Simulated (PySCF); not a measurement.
# MoO₃: relaxation and vibrations of the singlet

The task is one start of a wider search on MoO₃: the singlet, from a trigonal pyramidal start. It is relaxed, tested by its Hessian and followed downhill if it is a saddle.

Method: PBE0, basis Mo def2-TZVP with ECP28, O def2-TZVP, scalar-relativistic core potentials, no spin–orbit coupling, density fitting; program: PySCF 2.14.0.

## Step 1: Where the work starts

4 atoms, charge 0, spin multiplicity 1.

Bond lengths: Mo1–O2 1.780 Å, Mo1–O3 1.780 Å, Mo1–O4 1.780 Å. Angles: O2–Mo1–O3 99.8°, O2–Mo1–O4 99.8°, O3–Mo1–O4 99.8°.

```xyz
4
charge 0 multiplicity 1
Mo    0.0000    0.0000    0.0000
O     1.5716    0.0000    0.8357
O    -0.7858    1.3611    0.8357
O    -0.7858   -1.3611    0.8357
```

## Step 2: First SCF at the start

The steps below are one call of a driver around PySCF. For each, scf.py gives the equivalent set-up of the SCF; relaxations use the driver's own optimiser. After this first run the driver tries any further starts and a stability analysis.

Contents of scf.py:

```python
from pyscf import gto, scf, dft
mol = gto.M(atom='''
Mo     0.000000     0.000000     0.000000
O      1.571600     0.000000     0.835700
O     -0.785800     1.361100     0.835700
O     -0.785800    -1.361100     0.835700''',
    basis={'Mo': 'def2-TZVP', 'O': 'def2-TZVP'},
    ecp={'Mo': 'def2-TZVP'},
    charge=0, spin=0)
mf = dft.RKS(mol, xc='PBE0')
mf.grids.atom_grid = (50, 194)
aux = {'Mo': 'def2-universal-JKFIT', 'O': 'def2-universal-JKFIT'}
mf = mf.density_fit(auxbasis=aux)
mf.conv_tol = 1e-08
mf.diis_space = 10
mf.max_cycle = 60
mf.init_guess = 'minao'
mf.verbose = 4
mf.kernel()
```

Launch:

```sh
$ OMP_NUM_THREADS=4 python axn.py task.json out
```

The program printed, cut to the lines that bear on the results:

```text
[... the frontier levels of the middle cycles are left out ...]
init E= -287.0662858244
  HOMO = -0.613455803503722  LUMO = -0.38330304956216  gap/eV = 6.26278
cycle= 1 E= -293.02078573876  delta_E= -5.95  |g|= 1.91  |ddm|= 3.87
  HOMO = -0.140737648671988  LUMO = -0.0712435152393525  gap/eV = 1.89103
cycle= 2 E= -280.430539013937  delta_E= 12.6  |g|= 7.45  |ddm|= 5.57
  HOMO = -0.260317002959944  LUMO = -0.147937026325639  gap/eV = 3.05801
cycle= 3 E= -293.712399340643  delta_E= -13.3  |g|= 0.489  |ddm|= 5.01
cycle= 4 E= -293.730877348515  delta_E= -0.0185  |g|= 0.303  |ddm|= 0.326
cycle= 5 E= -293.744813472334  delta_E= -0.0139  |g|= 0.149  |ddm|= 0.109
cycle= 6 E= -293.748290135398  delta_E= -0.00348  |g|= 0.0569  |ddm|= 0.0504
cycle= 7 E= -293.748816429092  delta_E= -0.000526  |g|= 0.0189  |ddm|= 0.0275
cycle= 8 E= -293.748860226756  delta_E= -4.38e-05  |g|= 0.0119  |ddm|= 0.0145
cycle= 9 E= -293.748888414882  delta_E= -2.82e-05  |g|= 0.000935  |ddm|= 0.00575
cycle= 10 E= -293.748888580744  delta_E= -1.66e-07  |g|= 0.000239  |ddm|= 0.000461
cycle= 11 E= -293.748888592415  delta_E= -1.17e-08  |g|= 4.04e-05  |ddm|= 0.000133
cycle= 12 E= -293.748888592879  delta_E= -4.64e-10  |g|= 7.07e-06  |ddm|= 4.38e-05
  HOMO = -0.313469632603083  LUMO = -0.170631297304755  gap/eV = 3.88683
Extra cycle  E= -293.748888592738  delta_E= 1.4e-10  |g|= 2.89e-05  |ddm|= 1.62e-05
converged SCF energy = -293.748888592738
```

This step, with its further starts and checks, needed 8.1 s of wall time on 4 threads of Arm Neoverse V2, shared host.

Energies from each starting density:

```tsv
start	energy (Eh)
the minimal-basis guess	-293.748889
a thermally smeared density	-293.748889
a smeared PBE density	-293.748889
```

No lower closed-shell solution turned up from the other starts or in the test of internal stability.

## Step 3: Relaxation: trigonal pyramidal start, singlet

The program finds C3v symmetry in the start, which this walk keeps.

Changes to scf.py since step 2:

```diff
@@ -3,4 +3,4 @@
-Mo     0.000000     0.000000     0.000000
-O      1.571600     0.000000     0.835700
-O     -0.785800     1.361100     0.835700
-O     -0.785800    -1.361100     0.835700''',
+Mo    -0.000000    -0.000000    -0.274870
+O      1.571631     0.000000     0.560830
+O     -0.785816     1.361073     0.560830
+O     -0.785816    -1.361073     0.560830''',
@@ -17 +16,0 @@
-mf.init_guess = 'minao'
```

Steps of the walk:

```tsv
step	energy (Eh)	change (kJ/mol)	largest symmetric gradient (Eh/bohr)
0	-293.748889	0.00	0.17220
1	-293.785334	-95.69	0.02258
2	-293.786783	-99.49	0.01588
3	-293.787373	-101.04	0.00368
4	-293.787398	-101.11	0.00102
5	-293.787402	-101.12	0.00004
```

The walk took 10 s.

Geometry (Å) and forces (eV/Å) at some steps:

```
step 0
Mo   0.000   0.000  -0.275   0.010   0.000   8.855
O    1.572   0.000   0.561  -3.207   0.000  -2.955
O   -0.786   1.361   0.561   1.598  -2.769  -2.950
O   -0.786  -1.361   0.561   1.598   2.769  -2.950
step 1
Mo   0.000   0.000  -0.102  -0.001   0.000  -0.583
O    1.560   0.000   0.503   1.161   0.000   0.193
O   -0.780   1.351   0.503  -0.580   1.006   0.195
O   -0.780  -1.351   0.503  -0.580  -1.006   0.195
step 3
Mo   0.000   0.000  -0.063   0.001   0.000   0.189
O    1.601   0.000   0.490  -0.073   0.000  -0.064
O   -0.800   1.386   0.490   0.036  -0.062  -0.063
O   -0.800  -1.386   0.490   0.036   0.062  -0.063
step 5
Mo   0.000   0.000  -0.054   0.002   0.000   0.001
O    1.603   0.000   0.487   0.000   0.000  -0.001
O   -0.802   1.389   0.487  -0.001   0.003   0.000
O   -0.802  -1.389   0.487  -0.001  -0.003   0.000
```

It settles in C3v symmetry, 101.1 kJ/mol below the start, after 5 steps: Mo–O 1.692 Å (×3); O–Mo–O 110.3° (×3).

## Step 4: Hessian and properties

On the finer grid the gradient is checked again; gradients at displacements of ±0.02 bohr then give force constants and infrared intensities.

Changes to scf.py since step 3:

```diff
@@ -3,4 +3,4 @@
-Mo    -0.000000    -0.000000    -0.274870
-O      1.571631     0.000000     0.560830
-O     -0.785816     1.361073     0.560830
-O     -0.785816    -1.361073     0.560830''',
+Mo    -0.000000     0.000000    -0.177085
+O      1.603911     0.000000     0.362837
+O     -0.801956     1.389028     0.362837
+O     -0.801956    -1.389028     0.362837''',
@@ -11 +11 @@
-mf.grids.atom_grid = (50, 194)
+mf.grids.atom_grid = (75, 302)
@@ -14 +14 @@
-mf.conv_tol = 1e-08
+mf.conv_tol = 1e-10
```

The driver hands on the density of the step before, so the log starts near convergence.

SCF at the final geometry:

```text
init E= -293.787409591375
  HOMO = -0.333446618667344  LUMO = -0.17380602299453  gap/eV = 4.34404
cycle= 1 E= -293.787409591368  delta_E= 7.28e-12  |g|= 5.68e-06  |ddm|= 3.54e-06
  HOMO = -0.333446476911314  LUMO = -0.173806477749828  gap/eV = 4.34403
Extra cycle  E= -293.787409591299  delta_E= 6.87e-11  |g|= 1.99e-05  |ddm|= 1.19e-05
converged SCF energy = -293.787409591299
```

The whole step took 24 s.

Geometry: C3v; Mo–O 1.692 Å (×3); O–Mo–O 110.3° (×3).

Modes, for the most abundant isotopes:

| symmetry | ω (cm⁻¹) | IR (km/mol) | type |
| --- | --- | --- | --- |
| a1 | 258 | 49.8 | bend |
| e | 346 | 2.2 | bend |
| e | 1000 | 516 | stretch |
| a1 | 1046 | 5.0 | stretch |

No imaginary mode, so this is a minimum.

Constants and moments:

* Dipole moment: 5.02 D
* Highest occupied level: -9.07 eV
* Lowest empty level: -4.73 eV
* Rotational constants: 0.2371, 0.2371, 0.1366 cm⁻¹
* Zero-point energy: 23.9 kJ/mol
* Principal polarisabilities: 23.9, 47.0, 47.0 bohr³
* Atomisation energy without zero-point energy: 1647 kJ/mol
* Principal traceless quadrupole moments about the centre of mass: -5.65, -5.65, 11.30 D Å
* Entropy at 298.15 K and 1 bar: 283.9 J/(mol K)
* Heat capacity Cp at 298.15 K: 58.4 J/(mol K)
* Enthalpy at 298.15 K above 0 K: 13.36 kJ/mol
* Rotational symmetry number: 3

Charges (e) and bond orders:

```
  atom  Mulliken  Löwdin  polar tensor  Mayer order to Mo1
   Mo1      1.71    0.92          2.19                   –
O2,3,4     -0.57   -0.31         -0.73                1.80
```

Outer orbital energies (eV). occupied: -12.60, -11.85, -11.85, -11.76, -9.68, -9.25, -9.25, -9.07; empty: -4.73, -2.41, -2.41, -0.33.

Mulliken populations on Mo1 (outside its core potential): s 2.12, p 6.19, d 3.89, f 0.10.

## Step 5: Stability of the closed shell

At the lowest minimum the closed shell is tested against spin polarisation, on the (50, 194) grid. It is stable.

## Step 6: Outcome

| quantity | value |
| --- | --- |
| minimum | singlet, C3v |
| geometry | Mo–O 1.692 Å (×3); O–Mo–O 110.3° (×3) |
| wavenumbers (cm⁻¹) | 258 (a1), 346 (e), 1000 (e), 1046 (a1) |
| dipole moment | 5.02 D |
| highest occupied, lowest empty level | -9.07, -4.73 eV |
| polar-tensor charge of Mo1 | +2.19 e |
| zero-point energy | 23.9 kJ/mol |
| entropy at 298.15 K | 283.9 J/(mol K) |
| atomisation energy (no zero-point energy) | 1647 kJ/mol |

The trigonal pyramidal start keeps its C3v symmetry and ends in a minimum. In the infrared the band at 1000 cm⁻¹ (e, stretch) leads. With 5.0 D the molecule is strongly polar. Only this shape and spin were tried, so other structures or states may lie lower.

The search up to here needed 46 s of wall time on 4 threads of Arm Neoverse V2, shared host.
